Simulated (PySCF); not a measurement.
# Changing the system itself: RuF4⁻ (quartet)

How does RuF4⁻ (quartet) answer to another spin, charge, distance or environment?

Program: PySCF 2.14.0. Level of theory: method and basis as typed in the scripts. These are calculated values, not measurements.

2 further runs of the same task are left out: 1 for a known fault of the program, 1 that didn't finish.

### 1 The system as given

RuF4⁻ (quartet): 5 atoms, charge -1, spin multiplicity 4.

Bond lengths: Ru1–F2 1.931 Å, Ru1–F3 1.931 Å, Ru1–F4 1.931 Å, Ru1–F5 1.931 Å. Angles: F2–Ru1–F3 170.6°, F2–Ru1–F4 90.4°, F2–Ru1–F5 90.4°, F3–Ru1–F4 90.4°, F3–Ru1–F5 90.4°, F4–Ru1–F5 170.6°.

Geometry (Å):

```xyz
5
F4Ru
Ru    0.0000    0.0000    0.0000
F     1.9246    0.0001    0.1584
F    -1.9246   -0.0001    0.1584
F    -0.0001    1.9246   -0.1583
F     0.0001   -1.9245   -0.1586
```

### 2 The base run

Input file input.py:

```python
from pyscf import gto, scf, mp

mol = gto.M(
    atom='Ru 0 0 0; F 1.9246 0.0001 0.1584; F -1.9246 -0.0001 0.1584; F -0.0001 1.9246 -0.1583; F 0.0001 -1.9245 -0.1586',
    basis='def2-svp',
    ecp={'Ru': 'def2-svp'},
    charge=-1,
    spin=3,
    verbose=3,
)
mf = scf.UHF(mol)
mf = mf.newton()
mf.kernel()
mp.MP2(mf, frozen=4).kernel()
mf.dip_moment()
print('orbital energies (hartree):', [e[max(0, n-3):n+3].round(4) for e, n in zip(mf.mo_energy, mol.nelec)])
```

The run is started by

```bash
OMP_NUM_THREADS=1 python input.py
```

The log of this run is left out.

In short: E(SCF) = -491.679782 Eh, E(MP2) − E(SCF) = -1.07142 Eh, ⟨S²⟩ = 3.765.

The dipole of an ion depends on the origin. No search for the lowest state was made; open d or f shells can end in a higher solution. The quartet is typed in the script; nothing here shows that it is the ground state.

### 3 Coordinates × 0.97

Run 1 changes geometry: coordinates × 1 → coordinates × 0.97.

Input file input.py:

```python
from pyscf import gto, scf, mp

mol = gto.M(
    atom='Ru 0 0 0; F 1.8669 0.0001 0.1536; F -1.8669 -0.0001 0.1536; F -0.0001 1.8669 -0.1536; F 0.0001 -1.8668 -0.1538',
    basis='def2-svp',
    ecp={'Ru': 'def2-svp'},
    charge=-1,
    spin=3,
    verbose=3,
)
mf = scf.UHF(mol)
mf = mf.newton()
mf.kernel()
mp.MP2(mf, frozen=4).kernel()
mf.dip_moment()
print('orbital energies (hartree):', [e[max(0, n-3):n+3].round(4) for e, n in zip(mf.mo_energy, mol.nelec)])
```

The run is started by

```bash
OMP_NUM_THREADS=1 python input.py
```

### 4 Electric field 0.005 a.u.

Run 2 changes electric field: none → 0.005 a.u.

input.py: that of step 2 with these lines changed.

```diff
@@ -11,2 +11,7 @@
 mf = scf.UHF(mol)
+field = 0.005  # electric field along z, atomic units
+h = mf.get_hcore() + field*mol.intor('int1e_r')[2]
+mf.get_hcore = lambda *args: h
+e_nuc = mol.energy_nuc() - field*mol.atom_charges() @ mol.atom_coords()[:, 2]
+mf.energy_nuc = lambda *args: e_nuc
 mf = mf.newton()
```

What does the calculation give? Wanted: for each run, E(SCF); from base; after the SCF.

As calculated:

| run | E(SCF) (hartree) | from base (eV) | after the SCF |
| --- | --- | --- | --- |
| base | -491.679782 | 0 | MP2 correlation -29.155 eV, core frozen |
| coordinates × 0.97 | -491.676004 | +0.1028 | MP2 correlation -29.143 eV, core frozen |
| electric field 0.005 a.u. | -491.679919 | not comparable | MP2 correlation -29.157 eV, core frozen |

What this shows: Total energies from different bases, Hamiltonians or methods carry different errors, so properties are taken as differences within one set-up.
